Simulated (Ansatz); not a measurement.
# GeCl3: the cost of one run

Program: Ansatz 0.2.0. Level of theory: DFT PBE, scalar-relativistic, plane waves, PAW. These are calculated values, not measurements.

3 further runs of the same task are left out: 1 that didn't finish, 2 set aside as unsound or not needed.

## (1) Starting point

It takes space group Pm-3m (No. 221, cubic). Conventional cell: a = 4.906 Å, b = 4.906 Å, c = 4.906 Å, α = 90.00°, β = 90.00°, γ = 90.00°. Around Ge (site symmetry m-3m) lie 6 Cl at 2.45 Å. Around Cl (site symmetry 4/mmm) lie 2 Ge at 2.45 Å.

Coordinates:

```
CELL_PARAMETERS angstrom
4.90637 0.00000 0.00000
0.00000 4.90637 0.00000
0.00000 0.00000 4.90637
ATOMIC_POSITIONS crystal
Ge 0.50000 0.50000 0.50000
Cl 0.00000 0.50000 0.50000
Cl 0.50000 0.00000 0.50000
Cl 0.50000 0.50000 0.00000
```

A structure generator made this guess: random cell by space group and Wyckoff sites (Pm-3m, No. 221). Its size is a rough estimate.

## (2) Probe: one point on a coarse mesh

input.yaml reads:

```yaml
crystal:
  lattice:
    - [4.90636979, 0.0, 0.0]
    - [0.0, 4.90636979, 0.0]
    - [0.0, 0.0, 4.90636979]
  atoms:
    - { symbol: Ge, position: [0.5, 0.5, 0.5] }
    - { symbol: Cl, position: [0.0, 0.5, 0.5] }
    - { symbol: Cl, position: [0.5, 0.0, 0.5] }
    - { symbol: Cl, position: [0.5, 0.5, 0.0] }
basis:
  ecutwfc: 420
kpoints:
  mp_grid: { grid: [4, 4, 4] }
hamiltonian:
  xc: pbe
scf:
  occupations: { method: gaussian, width: 0.1 }
  lower_state_search: "off"
output:
  forces: true
  stress: true
  eigenvalues: true
```

Launch:

```console
> ansatz run input.yaml --threads 1 --pin off --max-ram 2560MiB --backend cpu --events-out ev --progress --plain --runs-dir out
```

What time and memory should one allow on 1 thread of Arm Neoverse V2, shared host?

About 1.4 s, with a peak of 0.33 GiB.
